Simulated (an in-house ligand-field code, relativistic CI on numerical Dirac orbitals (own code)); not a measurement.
# d7 in a ligand field: terms against the cubic field

Aim: the terms of a d7 shell from Racah B and C and the field, by exact diagonalisation.

Method: parametric ligand-field model of a d^n configuration (Racah B and C, spin-orbit zeta, crystal field), exact diagonalisation. Code: an in-house ligand-field code version 1.

### Step 1. What is computed

- shell: d7
- set 1 (cm⁻¹): B = 580, C = 2550, Oh, 10Dq = 580
- set 2 (cm⁻¹): B = 580, C = 2550, Oh, 10Dq = 1740
- set 3 (cm⁻¹): B = 580, C = 2550, Oh, 10Dq = 2900
- set 4 (cm⁻¹): B = 580, C = 2550, Oh, 10Dq = 4060
- set 5 (cm⁻¹): B = 580, C = 2550, Oh, 10Dq = 5220
- set 6 (cm⁻¹): B = 580, C = 2550, Oh, 10Dq = 6380
- set 7 (cm⁻¹): B = 580, C = 2550, Oh, 10Dq = 7540
- set 8 (cm⁻¹): B = 580, C = 2550, Oh, 10Dq = 8700

### Step 2. Set 1

Input settings:

```ini
n = 7
racah_B = 580  # cm-1
racah_C = 2550  # cm-1
zeta = 0  # cm-1
symmetry = Oh
field = {"10Dq": 580}  # cm-1
```

### Step 3. Set 2

Input settings:

```ini
n = 7
racah_B = 580  # cm-1
racah_C = 2550  # cm-1
zeta = 0  # cm-1
symmetry = Oh
field = {"10Dq": 1740}  # cm-1
```

### Step 4. Set 3

Input settings:

```ini
n = 7
racah_B = 580  # cm-1
racah_C = 2550  # cm-1
zeta = 0  # cm-1
symmetry = Oh
field = {"10Dq": 2900}  # cm-1
```

### Step 5. Set 4

Input settings:

```ini
n = 7
racah_B = 580  # cm-1
racah_C = 2550  # cm-1
zeta = 0  # cm-1
symmetry = Oh
field = {"10Dq": 4060}  # cm-1
```

### Step 6. Set 5

Input settings:

```ini
n = 7
racah_B = 580  # cm-1
racah_C = 2550  # cm-1
zeta = 0  # cm-1
symmetry = Oh
field = {"10Dq": 5220}  # cm-1
```

### Step 7. Set 6

Input settings:

```ini
n = 7
racah_B = 580  # cm-1
racah_C = 2550  # cm-1
zeta = 0  # cm-1
symmetry = Oh
field = {"10Dq": 6380}  # cm-1
```

### Step 8. Set 7

Input settings:

```ini
n = 7
racah_B = 580  # cm-1
racah_C = 2550  # cm-1
zeta = 0  # cm-1
symmetry = Oh
field = {"10Dq": 7540}  # cm-1
```

### Step 9. Set 8

Input settings:

```ini
n = 7
racah_B = 580  # cm-1
racah_C = 2550  # cm-1
zeta = 0  # cm-1
symmetry = Oh
field = {"10Dq": 8700}  # cm-1
```

(Steps that only read results are left out.)

Before running it: what results should come out? Wanted: lowest terms; sets at their largest spin, of those that allow S over 1.

**Answer**, as computed:

| set | 10Dq/B (size) | lowest | S | electrons in z² and x²-y² | first level of the same spin (cm⁻¹) |
| --- | --- | --- | --- | --- | --- |
| 1: Oh | 1.0 | 4T1 | 1.50 | 2.18 | 4T2 470 |
| 2: Oh | 3.0 | 4T1 | 1.50 | 2.15 | 4T2 1441 |
| 3: Oh | 5.0 | 4T1 | 1.50 | 2.12 | 4T2 2447 |
| 4: Oh | 7.0 | 4T1 | 1.50 | 2.10 | 4T2 3480 |
| 5: Oh | 9.0 | 4T1 | 1.50 | 2.08 | 4T2 4534 |
| 6: Oh | 11.0 | 4T1 | 1.50 | 2.07 | 4T2 5604 |
| 7: Oh | 13.0 | 4T1 | 1.50 | 2.06 | 4T2 6687 |
| 8: Oh | 15.0 | 4T1 | 1.50 | 2.05 | 4T2 7782 |

| quantity | value |
| --- | --- |
| lowest terms | 1: 4T1, 2: 4T1, 3: 4T1, 4: 4T1, 5: 4T1, 6: 4T1, 7: 4T1, 8: 4T1 |
| sets at their largest spin, of those that allow S over 1 | 1, 2, 3, 4, 5, 6, 7, 8 |

**Reading.** The lowest term stays 4T1 over this range. B, C and the field are free parameters here, not those of a compound.
